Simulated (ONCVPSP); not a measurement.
**An ONCV potential for molybdenum, from input to tests**

Task: generate the file, and judge it by its errors in other configurations, its logarithmic derivatives, its ghosts and its cutoff.

Method: ONCVPSP 4.0.1.1 (patched build), PBEsol, scalar-relativistic.

## Step 1: Settings

Typed settings, in words:

```json
{
  "element": "molybdenum (Mo, Z = 42)",
  "type": "optimised norm-conserving Vanderbilt (ONCV)",
  "frozen core": "[Ar] 3d10",
  "valence charge": "14",
  "reference configuration": "4s2 4p6 4d4 5s2",
  "partial waves": "4s+5s: rc 1.85 bohr, ncon 4, nbas 8, qcut 6.6 1/bohr, 3 projectors, debl 3.5 Ha; 4p: rc 1.25 bohr, ncon 5, nbas 10, qcut 7.2 1/bohr, 2 projectors, debl 3.5 Ha; 4d: rc 1.45 bohr, ncon 5, nbas 9, qcut 6.5 1/bohr, 2 projectors, debl 3.3 Ha",
  "local potential": "polynomial inside 1.20 bohr (lpopt 4, dvloc0 4 Ha)",
  "core correction": "polynomial model core, fcfact 0.7"
}
```

An earlier all-electron run gives the scale for the radii.

All-electron outer shells of the reference configuration (PBEsol, scalar-relativistic, ld1.x):

| shell | level (eV) | outermost node (bohr) | outermost maximum (bohr) |
| --- | --- | --- | --- |
| 3d | -223.96 | – | 0.32 |
| 4s | -67.04 | 0.51 | 0.99 |
| 4p | -41.05 | 0.52 | 1.06 |
| 4d | -5.66 | 0.53 | 1.37 |
| 5s | -4.91 | 1.33 | 2.86 |
| 5p | -1.41 | 1.52 | 3.76 |

## Step 2: Generating the potential

Mo.dat reads:

```
# ATOM AND REFERENCE CONFIGURATION
# atsym  z   nc   nv     iexc    psfile
  Mo 42.00    6    4  -116133      upf
#
#   n    l    f
    1    0    2.00
    2    0    2.00
    2    1    6.00
    3    0    2.00
    3    1    6.00
    3    2   10.00
    4    0    2.00
    4    1    6.00
    4    2    4.00
    5    0    2.00
#
# PSEUDOPOTENTIAL AND OPTIMIZATION
# lmax
    2
#
#   l,   rc,      ep,       ncon, nbas, qcut
    0    1.85    0.00    4    8    6.60
    1    1.25    0.00    5   10    7.20
    2    1.45    0.00    5    9    6.50
#
# LOCAL POTENTIAL
# lloc, lpopt,  rc(5),   dvloc0
    4    4    1.20    4.00
#
# VANDERBILT-KLEINMAN-BYLANDER PROJECTORs
# l, nproj, debl
    0    3    3.50
    1    2    3.50
    2    2    3.30
#
# MODEL CORE CHARGE
# icmod, fcfact, rcfact
    1    0.70    0.00
#
# LOG DERIVATIVE ANALYSIS
# epsh1, epsh2, depsh
   -4.00    5.00    0.02
#
# OUTPUT GRID
# rlmax, drl
    6.00    0.01
#
# TEST CONFIGURATIONS
# ncnf
    4
# nvcnf
#   n    l    f
    4
    4    0    2.00
    4    1    6.00
    4    2    5.00
    5    0    1.00
#
    4
    4    0    2.00
    4    1    6.00
    4    2    5.00
    5    0    0.00
#
    4
    4    0    2.00
    4    1    6.00
    4    2    4.00
    5    0    0.00
#
    5
    4    0    2.00
    4    1    6.00
    4    2    4.00
    5    0    1.00
    5    1    1.00
#
```

The run is started by

```bash
$ oncvpsp.x < Mo.dat > Mo.out
```

Q: Predict the outcome of this session. Wanted: cutoffs for 1 and 0.1 mHa per electron, occupied waves; bound ghosts; GHOST(+) flags; largest test error; largest phase difference near zero energy, channels read; rms error of d²Exc/dn², without and with the model core.

**Answer**, as computed:

| quantity | value |
| --- | --- |
| cutoffs for 1 and 0.1 mHa per electron, occupied waves | 43 Ha and 188 Ha |
| bound ghosts | none found |
| GHOST(+) flags | s at 432 eV |
| largest test error (AE − PS) | -11 meV, for 4s2 4p6 4d5 5s0 |
| largest phase difference near zero energy, channels read | 0.000 rad |
| rms error of d²Exc/dn², without and with the model core | 3.03 and 1.47 mHa |

In words: The worst unpolarised test, 4s2 4p6 4d5 5s0, is off by 11 meV on 6.7 eV; by total energies transferability rates as good. The potential is hard: the looser tolerance needs 43 Ha. The tighter tolerance needs 188 Ha, and converged work needs a cutoff nearer that. At the looser tolerance the 4p wave is the slowest; 4d needs 21 Ha. The program's ghost test flags no bound state. Near zero energy the phases of the channels with partial waves agree within 0.001 rad. The program also flags highly localised states, GHOST(+) (s).
